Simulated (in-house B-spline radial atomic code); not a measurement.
**Pt³⁺: binding energies from hole states**

How tightly is each shell of Pt³⁺ bound, and how much do the other electrons relax when one leaves?

Program: in-house B-spline radial atomic code version 1. Level of theory: Dirac-Hartree-Fock, average of configuration, Fermi nucleus, basis-set limit. These are calculated values, not measurements, unless marked.

### 1 Starting point

- element: platinum (Z = 78)
- charge: +3
- electrons: 75
- configuration: [Xe] 4f14 5d7
- Hamiltonian: Dirac-Coulomb
- nucleus: Fermi, rms radius 5.427 fm

Outer shells as boxes (Hund's rule):

[Xe] 4f14 5d7
```
[Xe] core
4f [↑↓][↑↓][↑↓][↑↓][↑↓][↑↓][↑↓]
5d [↑↓][↑↓][↑ ][↑ ][↑ ]
```

The boxes draw the filling by Hund's rule, which heavy ions in jj coupling don't follow; these runs average over all states of the configuration.

The run's settings:

```ini
Z = 78
electrons = 75.0
configuration = [Xe] 4f14 5d7
hamiltonian = dirac
method = hf
spin_polarised = False
nucleus = fermi
rms_radius = 5.427
mass_number = 195
atomic_mass = 194.964794325
speed_of_light = 137.035999084
```

This reference run was done before. Its total energy is -18432.824697 hartree, and its levels are (the highest eight at most):

```
orbital  occupation  energy (eV)  <r> (bohr)
  4d5/2           6      -374.78      0.4723
  5s1/2           2      -155.38      0.9634
  4f5/2           6      -129.04      0.5082
  4f7/2           8      -125.41      0.5152
  5p1/2           2      -115.65       1.039
  5p3/2           4      -99.839       1.126
  5d3/2         2.8      -46.159       1.450
  5d5/2         4.2      -44.518       1.495
```

### 2 The 1s hole

The run's settings:

```ini
Z = 78
electrons = 74.0
configuration = 1s1 2s2 2p6 3s2 3p6 3d10 4s2 4p6 4d10 4f14 5s2 5p6 5d7
hamiltonian = dirac
method = hf
spin_polarised = False
nucleus = fermi
rms_radius = 5.427
mass_number = 195
atomic_mass = 194.964794325
speed_of_light = 137.035999084
```

### 3 The 2s hole

Settings: those of step 2 with these lines changed.

```diff
@@ -2,3 +2,3 @@
 electrons = 74.0
-configuration = 1s1 2s2 2p6 3s2 3p6 3d10 4s2 4p6 4d10 4f14 5s2 5p6 5d7
+configuration = 1s2 2s1 2p6 3s2 3p6 3d10 4s2 4p6 4d10 4f14 5s2 5p6 5d7
 hamiltonian = dirac
```

### 4 The 2p1/2 hole

In configurations, a minus sign after the shell means j = l − 1/2 and a plus sign j = l + 1/2; the count of electrons follows.

Settings: those of step 3 with these lines changed.

```diff
@@ -2,3 +2,3 @@
 electrons = 74.0
-configuration = 1s2 2s1 2p6 3s2 3p6 3d10 4s2 4p6 4d10 4f14 5s2 5p6 5d7
+configuration = 1s2 2s2 2p-1 2p+4 3s2 3p6 3d10 4s2 4p6 4d10 4f14 5s2 5p6 5d7
 hamiltonian = dirac
```

### 5 The 2p3/2 hole

Settings: those of step 4 with these lines changed.

```diff
@@ -2,3 +2,3 @@
 electrons = 74.0
-configuration = 1s2 2s2 2p-1 2p+4 3s2 3p6 3d10 4s2 4p6 4d10 4f14 5s2 5p6 5d7
+configuration = 1s2 2s2 2p-2 2p+3 3s2 3p6 3d10 4s2 4p6 4d10 4f14 5s2 5p6 5d7
 hamiltonian = dirac
```

### 6 The 3s hole

Settings: those of step 5 with these lines changed.

```diff
@@ -2,3 +2,3 @@
 electrons = 74.0
-configuration = 1s2 2s2 2p-2 2p+3 3s2 3p6 3d10 4s2 4p6 4d10 4f14 5s2 5p6 5d7
+configuration = 1s2 2s2 2p6 3s1 3p6 3d10 4s2 4p6 4d10 4f14 5s2 5p6 5d7
 hamiltonian = dirac
```

### 7 The 3p1/2 hole

Settings: those of step 6 with these lines changed.

```diff
@@ -2,3 +2,3 @@
 electrons = 74.0
-configuration = 1s2 2s2 2p6 3s1 3p6 3d10 4s2 4p6 4d10 4f14 5s2 5p6 5d7
+configuration = 1s2 2s2 2p6 3s2 3p-1 3p+4 3d10 4s2 4p6 4d10 4f14 5s2 5p6 5d7
 hamiltonian = dirac
```

### 8 The 3p3/2 hole

Settings: those of step 7 with these lines changed.

```diff
@@ -2,3 +2,3 @@
 electrons = 74.0
-configuration = 1s2 2s2 2p6 3s2 3p-1 3p+4 3d10 4s2 4p6 4d10 4f14 5s2 5p6 5d7
+configuration = 1s2 2s2 2p6 3s2 3p-2 3p+3 3d10 4s2 4p6 4d10 4f14 5s2 5p6 5d7
 hamiltonian = dirac
```

What does each hole state cost in eV, and how does that compare with the orbital energies or single holes?

The runs gave:

| hole | ΔSCF (eV) | with Breit, QED, recoil (eV) | −ε of the parent (eV) | −ε less ΔSCF (eV) |
| --- | --- | --- | --- | --- |
| 1s | 78853.8 | 78436.9 | 78944.9 | 91.16 |
| 2s | 13986.9 | 13934.2 | 14041.4 | 54.50 |
| 2p1/2 | 13371.9 | 13320.0 | 13431.2 | 59.25 |
| 2p3/2 | 11643.5 | 11610.7 | 11699.1 | 55.64 |
| 3s | 3361.68 | 3350.93 | 3392.12 | 30.45 |
| 3p1/2 | 3088.13 | 3078.13 | 3119.73 | 31.60 |
| 3p3/2 | 2704.01 | 2698.08 | 2733.64 | 29.63 |

What this shows: Every ΔSCF value lies below −ε, since the other electrons relax into the hole: by 91.2 eV for 1s and 29.63 eV for 3p3/2. The difference of the 1s and 2p3/2 holes gives a Kα1 line at 66826.2 eV for this charge state (with Breit, QED and recoil). The spin-orbit splitting of the 2p hole is 1709.37 eV with those corrections. Values are for the free ion, measured from the vacuum level.
